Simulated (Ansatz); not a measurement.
# AlAs (singlet): the correlation ladder, aug-cc-pVTZ

The task here is to estimate one member of a computed series from the others.

Computed with Ansatz 0.2.0, Gaussian basis. Level: aug-cc-pVTZ, core rule «outside noble gas», up to 19 orbitals frozen.

Plan: UHF; CCSD(T) on RHF; CCSD(T) on UHF; BCCD(T) on RHF; CCSDT(Q) on RHF; CCSDT(Q) on UHF; CASSCF and MRCISD+Q, 8 electrons in 8 orbitals; CASSCF and NEVPT4(SD), 8 electrons in 8 orbitals; CASSCF and NEVPT2, 8 electrons in 8 orbitals.

5 further runs of the same task are left out: 5 set aside as unsound or not needed.

## The system

The geometry is a PBE0/def2-TZVPD stationary point (not a proven minimum) of the parent state, kept for this charge and spin. No spin-orbit coupling is included. The filled d shell of As may be among the frozen orbitals whatever the setting's name suggests; the logs give the count.

2 atoms, charge 0, spin multiplicity 1.

Atoms are counted from 1 here; the program's logs count them from 0.

Bond lengths: Al1–As2 2.217 Å.

Coordinates:

```
Al    0.0000    0.0000    0.0000
As    0.0000    0.0000    2.2168
```

Set-up of the first run:

Input file in.yaml:

```yaml
crystal:
  periodic: [false, false, false]
  atoms:
    - {symbol: Al, position_ang: [0.000000, 0.000000, 0.000000]}
    - {symbol: As, position_ang: [0.000000, 0.000000, 2.216800]}
basis:
  gaussian: {orbitals: aug-cc-pVTZ}
magnetization: {spin_polarized: true, initial_magnetization: 0}
hamiltonian: {xc: hf}
output: {orbitals: {seedname: orbitals}}
```

On the command line:

```
$ ansatz run in.yaml --threads 1 --pin off --events-out ev --progress --plain --max-ram 4096MiB --backend cpu
```

Among the steps run: UHF; CCSD(T) on RHF; CCSD(T) on UHF; BCCD(T) on RHF; CCSDT(Q) on RHF; CCSDT(Q) on UHF; CASSCF and MRCISD+Q, 8 electrons in 8 orbitals; CASSCF and NEVPT4(SD), 8 electrons in 8 orbitals; CASSCF and NEVPT2, 8 electrons in 8 orbitals.

One of the session's tables, all rows but one given; the rest of the session is left out.

```
            method  from RCCSDT(Q) (kJ/mol)
               UHF                   +469.1
              RMP2                   +104.6
              UMP2                    +76.2
             RCCSD                    +56.2
             UCCSD                    +10.8
          RCCSD(T)                     +9.2
          UCCSD(T)                        ?
           BCCD(T)                     +9.8
            RCCSDT                     +7.0
            UCCSDT                    -29.8
         RCCSDT(Q)                        0
         UCCSDT(Q)                    -36.7
    CASSCF valence                   +363.6
    NEVPT2 valence                    +83.4
NEVPT4(SD) valence                     +9.7
    MRCISD valence                    +30.2
  MRCISD+Q valence                     +1.5
```

**Question.** Estimate the row for UCCSD(T).

The run gave: from RCCSDT(Q) (kJ/mol): -18.8. In the column «from RCCSDT(Q) (kJ/mol)» it lies between UCCSDT (-29.8) and RCCSDT(Q) (0).

Caveats from the session: The determinant is far from a pure spin state, so its energy mixes those of several spin states (harmless only where they are near-degenerate, as at dissociation). Left out of the table: RHF (another determinant or state than the rows shown). The program flags UCCSD(T), UCCSDT(Q) as in doubt, so those rows may rest on another solution; read them beside their warnings. Warnings: restricted reference is unstable; spin contamination; coupled cluster took another determinant than the lowest; large T1 diagnostic. Restricted and unrestricted rows rest on different reference determinants; where their highest levels disagree by more than a few hundredths of an eV, they describe different states and don't form one ladder.
